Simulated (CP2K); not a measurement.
Crystal: MnPt2.

```
Pt Mn
1.0
     2.85840    0.00000    0.00000
    -1.42920    2.47545    0.00000
     0.00000    0.00000    6.53250
Pt Mn
2 1
Cartesian
  1.4292 0.8252 2.0656
  0.0000 1.6503 4.4669
  0.0000 0.0000 0.0000
```

The cell comes from a database or a generator and needn't be the stable form of this composition.

Program: CP2K 2026.2. Alike in all runs: task band structure; spin collinear, ferromagnetic start; cell as given; k mesh 11 × 11 × 4.

**Question.** Order these runs on this cell by their pressure, lowest first.
A. level LDA; potentials or basis GTH_POTENTIALS Pt GTH-PADE-q18, Mn GTH-PADE-q15; TZVP-MOLOPT-SR-GTH basis; smearing fermi-dirac 0.1 eV; EPS_DEFAULT 1.0E-10; NGRIDS 5; points a segment of the path (NPOINTS) 8; bands added on the path 6; CUTOFF of the grids 500 Ry
B. level PBEsol; potentials or basis GTH_POTENTIALS Pt GTH-PBE-q18, Mn GTH-PBE-q15; TZVP-MOLOPT-SR-GTH basis; smearing fermi-dirac 0.01 eV; EPS_DEFAULT 1.0E-10; NGRIDS 4; points a segment of the path (NPOINTS) 8; bands added on the path 4; CUTOFF of the grids 500 Ry
C. level r2SCAN; potentials or basis POTENTIAL_UZH Pt GTH-SCAN-q18, Mn GTH-SCAN-q15; TZVP-MOLOPT-SR-GTH basis; smearing fermi-dirac 0.05 eV; EPS_DEFAULT 1.0E-9; NGRIDS 4; points a segment of the path (NPOINTS) 10; bands added on the path 2; CUTOFF of the grids 750 Ry

**Answer.** A (-18.8 GPa), B (-8.2 GPa), C (0.1 GPa).

Caveats: the basis of atomic orbitals isn't converged, which shifts pressures, moduli and gaps; the potentials were made for another functional, which shifts forces and pressure (some runs); so large a pressure means that the cell lies far from this level's equilibrium, or that cutoff or potentials fall short (some runs).

Not every run made on this cell is shown here.
